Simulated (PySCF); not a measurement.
# TbCl3(NH3): other functionals and bases at one geometry

How far do other levels of theory move the description of TbCl3(NH3), and what does each cost? It is a constructed species; whether it can be made isn't addressed.

The runs use PySCF 2.14.0; several levels, as the steps say, no spin–orbit coupling.

1 further run of the same task is left out (for a known fault of the program).

### Step 1. Where the work starts

8 atoms, charge 0, spin multiplicity 1.

Bond lengths: Tb1–Cl2 2.505 Å, Tb1–Cl3 2.505 Å, Tb1–Cl4 2.505 Å, Tb1–N5 2.471 Å, N5–H6 1.023 Å, N5–H7 1.023 Å, N5–H8 1.023 Å. Angles: Cl2–Tb1–Cl3 119.3°, Cl2–Tb1–Cl4 119.3°, Cl2–Tb1–N5 94.9°, Cl3–Tb1–Cl4 119.3°, Cl3–Tb1–N5 94.9°, Cl4–Tb1–N5 94.9°, Tb1–N5–H6 112.3°, Tb1–N5–H7 112.3°, Tb1–N5–H8 112.3°, H6–N5–H7 106.5°, H6–N5–H8 106.5°, H7–N5–H8 106.5°.

As a file:

```xyz
8
Cl3H3NTb
Tb    0.0291   -0.0291    0.0291
Cl    1.1704    1.8862    1.1704
Cl   -1.8862   -1.1704    1.1704
Cl    1.1704   -1.1704   -1.8862
N    -1.3976    1.3976   -1.3976
H    -2.0077    2.0077   -0.8485
H    -0.8485    2.0077   -2.0077
H    -2.0077    0.8485   -2.0077
```

Formal oxidation states: Tb +3. Each metal's 8 4f electrons lie in its core potential, so multiplicities, spins and levels count the valence alone. An earlier session relaxed this geometry at PBE0, Tb lcecp-1-SVP with ECP54, Cl def2-SVP, N def2-SVP, H def2-SVP (singlet, point group C3v).

At PBE0 on the finer grid: E = -1472.971624 Eh, HOMO -8.42 eV, LUMO -1.11 eV, Mulliken charge on Tb1 +0.81 e, largest force component 0.002 eV/Å. 

Levels to run: M06-L; CAM-B3LYP; PBE0, TZVP. Hardware: 2 threads of Arm Neoverse V1, shared host.

### Step 2. M06-L

The input, run.py (the lines that set the calculation):

```python
mol = gto.M(atom='''
Tb     0.02906    -0.02906     0.02906
Cl     1.17045     1.88617     1.17045
Cl    -1.88617    -1.17045     1.17045
Cl     1.17045    -1.17045    -1.88617
N     -1.39760     1.39760    -1.39760
H     -2.00766     2.00766    -0.84851
H     -0.84851     2.00766    -2.00766
H     -2.00766     0.84851    -2.00766''',
    basis={'Tb': 'lcecp-1-SVP', 'Cl': 'def2-SVP', 'N': 'def2-SVP', 'H': 'def2-SVP'},
    ecp={'Tb': 'lcecp-1-SVP'},
    charge=0, spin=0)
mf = dft.RKS(mol, xc='M06L')
mf.grids.atom_grid = (75, 302)  # f atoms: unpruned, at least (60, 302)
mf = mf.density_fit()  # fitting sets: Tb AutoAux, Cl def2-universal-JKFIT, N def2-universal-JKFIT, H def2-universal-JKFIT
mf.conv_tol = 1e-08; mf.max_cycle = 55
mf.kernel(dm0)  # dm0: the density of the relaxed state
```

The run is started by

```
$ OMP_NUM_THREADS=2 python run.py
```

### Step 3. CAM-B3LYP

Changes to run.py (the lines that set the calculation) since step 2:

```diff
@@ -12,3 +12,3 @@
     charge=0, spin=0)
-mf = dft.RKS(mol, xc='M06L')
+mf = dft.RKS(mol, xc='CAMB3LYP')
 mf.grids.atom_grid = (75, 302)  # f atoms: unpruned, at least (60, 302)
```

### Step 4. PBE0, TZVP

Basis: Tb lcecp-1-TZVP with ECP54, Cl def2-TZVP, N def2-TZVP, H def2-TZVP. 

Changes to run.py (the lines that set the calculation) since step 3:

```diff
@@ -9,6 +9,6 @@
 H     -2.00766     0.84851    -2.00766''',
-    basis={'Tb': 'lcecp-1-SVP', 'Cl': 'def2-SVP', 'N': 'def2-SVP', 'H': 'def2-SVP'},
-    ecp={'Tb': 'lcecp-1-SVP'},
+    basis={'Tb': 'lcecp-1-TZVP', 'Cl': 'def2-TZVP', 'N': 'def2-TZVP', 'H': 'def2-TZVP'},
+    ecp={'Tb': 'lcecp-1-TZVP'},
     charge=0, spin=0)
-mf = dft.RKS(mol, xc='CAMB3LYP')
+mf = dft.RKS(mol, xc='PBE0')
 mf.grids.atom_grid = (75, 302)  # f atoms: unpruned, at least (60, 302)
@@ -16,2 +16,2 @@
 mf.conv_tol = 1e-08; mf.max_cycle = 55
-mf.kernel(dm0)  # dm0: the density of the relaxed state
+mf.kernel(dm0)  # dm0: free metal ions and neutral atoms
```

Before running it: what results should come out? Wanted: for each run, HOMO; gap; charge on Tb1; dipole; largest force.

As calculated:

| level | state | HOMO (eV) | gap (eV) | charge on Tb1 (e) | dipole (D) | largest force (eV/Å) | basis functions | time |
| --- | --- | --- | --- | --- | --- | --- | --- | --- |
| PBE0 (relaxed here) | singlet | -8.42 | 7.31 | 0.81 | 5.37 | 0.00 | 116 | 21 s |
| M06-L | singlet | -7.33 | 6.09 | 1.06 | 5.25 | 0.13 | 116 | 11 s |
| CAM-B3LYP | singlet | -9.68 | 9.28 | 0.75 | 5.37 | 0.04 | 116 | 10 s |
| PBE0, TZVP | singlet | -8.55 | 7.30 | 1.35 | 5.28 | 0.22 | 207 | 20 s |

Times are on 2 threads of Arm Neoverse V1, shared host; the first row also made further properties.

In one basis the HOMO–LUMO gap runs from 6.09 eV (M06-L) to 9.28 eV (CAM-B3LYP). The largest leftover force, 0.22 eV/Å with PBE0, TZVP, stands at a geometry relaxed at another level. The Mulliken charge on Tb spans +0.75 to +1.35 e over the levels. With 4f in the core, its levels are missing from HOMO and gap. Total energies of different levels can't be compared. Spin–orbit coupling is left out throughout.
